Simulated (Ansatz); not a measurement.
# Cd3SeS2: the cost of one run

Program: Ansatz 0.2.0. Level of theory: DFT PBE, scalar-relativistic, plane waves, PAW. These are calculated values, not measurements.

1 further run of the same task is left out (set aside as unsound or not needed). Runs told in other sessions of the task aren't counted.

### 1 Starting point

Symmetry: P3m1, No. 156, trigonal system. The conventional cell has a = 4.252 Å, b = 4.252 Å, c = 10.428 Å, α = 90.00°, β = 90.00°, γ = 120.00°. Cd (site symmetry 3m) is surrounded by 3 S at 2.59 Å and 1 Se at 2.68 Å. Around Cd (site symmetry 3m) lie 4 S at 2.57 to 2.59 Å. Around Cd (site symmetry 3m) lie 1 S at 2.56 Å and 3 Se at 2.65 Å. Around Se (site symmetry 3m) lie 4 Cd at 2.65 to 2.68 Å. S (site symmetry 3m) has 4 Cd at 2.57 to 2.59 Å in its first shell of neighbours. S (site symmetry 3m) has 4 Cd at 2.56 to 2.59 Å in its first shell of neighbours.

Structure file:

```cif
data_structure
_symmetry_space_group_name_H-M 'P3m1'
_symmetry_Int_Tables_number 156
_cell_length_a 4.2523
_cell_length_b 4.2523
_cell_length_c 10.4285
_cell_angle_alpha 90.000
_cell_angle_beta 90.000
_cell_angle_gamma 120.000
_cell_volume 163.30
loop_
_atom_site_label
_atom_site_type_symbol
_atom_site_symmetry_multiplicity
_atom_site_Wyckoff_symbol
_atom_site_fract_x
_atom_site_fract_y
_atom_site_fract_z
_atom_site_occupancy
Cd1 Cd 1 a 0.00000 0.00000 0.99097 1
Cd2 Cd 1 b 0.33333 0.66667 0.66659 1
Cd3 Cd 1 c 0.66667 0.33333 0.34292 1
Se1 Se 1 a 0.00000 0.00000 0.24786 1
S1 S 1 b 0.33333 0.66667 0.91300 1
S2 S 1 c 0.66667 0.33333 0.58866 1
```

The cell was relaxed beforehand at this level, from a generated guess; it is a trial structure. At a tolerance of 0.02 Å it has space group P3m1 (No. 156); it has 27.22 Å³/atom, an uncorrected energy of -0.64 eV/atom over the elements and, on its mesh, gap 0.66 eV.

### 2 Point at V/V0 = 0.97

input.yaml reads:

```yaml
crystal:
  lattice:
    - [4.2093399116, 2.86e-08, 0.0]
    - [-2.1046699805, 3.6453952823, 0.0]
    - [0.0, 0.0, 10.3231463955]
  atoms:
    - { symbol: Cd, position: [0.0, 0.0, 0.990971] }
    - { symbol: Cd, position: [0.3333333333, 0.6666666667, 0.666588] }
    - { symbol: Cd, position: [0.6666666667, 0.3333333333, 0.342917] }
    - { symbol: Se, position: [0.0, 0.0, 0.247858] }
    - { symbol: S, position: [0.3333333333, 0.6666666667, 0.913] }
    - { symbol: S, position: [0.6666666667, 0.3333333333, 0.588665] }
basis:
  ecutwfc: 420
kpoints:
  mp_grid: { grid: [6, 6, 4] }
hamiltonian:
  xc: pbe
scf:
  occupations: { method: gaussian, width: 0.02 }
output:
  forces: true
  stress: true
  eigenvalues: true
relax:
  adjacent_minimum: "off"
  f_tol: 0.01
  max_steps: 30
  cell: { stress_tol: 0.1, fix: [volume] }
```

Run with:

```
$ ansatz run input.yaml --threads 4 --pin off --max-ram 8192MiB --backend cpu --events-out ev --progress --plain --runs-dir out
```

What time and memory should one allow on 4 threads of Intel Xeon 6975P-C (Granite Rapids), shared host?

About 11 s, with a peak of 0.63 GiB.
